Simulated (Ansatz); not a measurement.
**Ta (110): surface bands without and with spin-orbit coupling**

Which states of the Ta (110) slab sit at its faces? Bands are computed with their weight on the outer planes, first scalar-relativistic and then with spin-orbit coupling at the same geometry.

Method: DFT PBE, scalar-relativistic, plane waves, PAW, in Ansatz 0.2.0.

2 further runs of the same task are left out: 2 set aside as unsound or not needed.

### 1 The starting structure

The structure is orthorhombic, space group Cmmm (No. 65). Conventional cell: a = 3.319 Å, b = 4.694 Å, c = 24.388 Å, α = 90.00°, β = 90.00°, γ = 90.00°. Around Ta (site symmetry mm2) lie 6 Ta at 2.79 to 2.87 Å. Around Ta (site symmetry mm2) lie 8 Ta at 2.79 to 2.87 Å. Ta (site symmetry mmm) is surrounded by 8 Ta at 2.87 Å.

As a file:

```cif
data_structure
_symmetry_space_group_name_H-M 'Cmmm'
_symmetry_Int_Tables_number 65
_cell_length_a 3.3191
_cell_length_b 4.6939
_cell_length_c 24.3877
_cell_angle_alpha 90.000
_cell_angle_beta 90.000
_cell_angle_gamma 90.000
_cell_volume 379.94
loop_
_atom_site_label
_atom_site_type_symbol
_atom_site_symmetry_multiplicity
_atom_site_Wyckoff_symbol
_atom_site_fract_x
_atom_site_fract_y
_atom_site_fract_z
_atom_site_occupancy
Ta1 Ta 4 l 0.50000 0.00000 0.81203 1
Ta2 Ta 4 k 0.00000 0.00000 0.90400 1
Ta3 Ta 2 b 0.50000 0.00000 0.00000 1
```

Miller indices refer to the conventional cell of the relaxed bulk, Im-3m (No. 229): a = 3.319 Å, b = 3.319 Å, c = 3.319 Å, α = 90.00°, β = 90.00°, γ = 90.00°.

As cut, it was a (110) slab, 9.4 Å thick as cut, with 15 Å of vacuum; its outer planes are Ta (top) and Ta (bottom); it was relaxed in an earlier run.

### 2 Bands of the relaxed slab

The cell repeats along c, and a dipole correction in the vacuum removes the field between the copies.

Input file input.yaml:

```yaml
crystal:
  lattice:
    - [2.8743851027, 0.0, 0.0]
    - [-0.9581283676, 2.7099962638, 0.0]
    - [0.0, 0.0, 24.3877024344]
  atoms:
    - { symbol: Ta, position: [0.5, 0.5, 0.3120339085] }
    - { symbol: Ta, position: [0.0, 0.0, 0.4039971145] }
    - { symbol: Ta, position: [0.5, 0.5, 0.4999999996] }
    - { symbol: Ta, position: [0.0, 0.0, 0.5960028795] }
    - { symbol: Ta, position: [0.5, 0.5, 0.6879660979] }
basis:
  ecutwfc: 420
kpoints:
  mp_grid: { grid: [13, 13, 1] }
  band_path:
    path: [[0.5, 0, 0], [0, 0, 0], [0, 0.5, 0], [0.5, 0.5, 0], [0, 0, 0]]
    npoints: 12
hamiltonian:
  xc: pbe
scf:
  occupations: { method: gaussian, width: 0.1 }
  n_extra_bands: 16
output:
  forces: true
  eigenvalues: true
  populations: true
  fatbands: true
efield:
  axis: 3
  dipole_correction: true
  ramp_width: 0.04
```

The run is started by

```bash
ansatz run input.yaml --threads 2 --pin off --max-ram 5120MiB --backend cpu --events-out ev --progress --plain --runs-dir out
```

### 3 Bands with spin-orbit coupling

input.yaml: that of step 2 with these lines changed.

```diff
@@ -22,3 +22,3 @@
   occupations: { method: gaussian, width: 0.1 }
-  n_extra_bands: 16
+  n_extra_bands: 32
 output:
@@ -28,2 +28,9 @@
   fatbands: true
+  write_density: true
+  write_potential: true
+  elf: true
+  volumetric_format: npy
+magnetization:
+  noncollinear: true
+  spin_orbit: true
 efield:
```

### 4 The bulk with spin-orbit coupling

Input file input.yaml:

```yaml
crystal:
  lattice:
    - [2.8743851027, 0.0, 0.0]
    - [-0.9581283676, 2.7099962638, 0.0]
    - [0.9581283676, 1.3549981319, 2.3469256086]
  atoms:
    - { symbol: Ta, position: [0.0, 0.0, 0.0] }
basis:
  ecutwfc: 420
kpoints:
  mp_grid: { grid: [13, 13, 15] }
hamiltonian:
  xc: pbe
scf:
  occupations: { method: gaussian, width: 0.1 }
output:
  forces: true
  stress: true
  eigenvalues: true
  write_density: true
  write_potential: true
  elf: true
  volumetric_format: npy
magnetization:
  noncollinear: true
  spin_orbit: true
```

(Steps that only read results are left out.)

Q: Predict the outcome of this session. Wanted: work function, top face; gap of the slab on the mesh; gap of the bulk on the mesh; surface energy.

As calculated:

| quantity | value |
| --- | --- |
| work function, top face (scalar, spin-orbit) | 4.76 eV, 4.76 eV |
| gap of the slab on the mesh (scalar, spin-orbit) | none (metal or semimetal), none (metal or semimetal) |
| gap of the bulk on the mesh (scalar, spin-orbit) | none (metal or semimetal), none (metal or semimetal) |
| surface energy (scalar, spin-orbit) | 2.38 J/m², 2.39 J/m² |

**Reading.** The two outermost planes of each face hold 80 % of the atoms of so thin a slab, so the shares can't tell surface states from bulk-like ones. Spin-orbit coupling changes the work function by +0.001 eV. The share is a threshold, so a state just under it isn't absent; the pictures show the weights themselves.
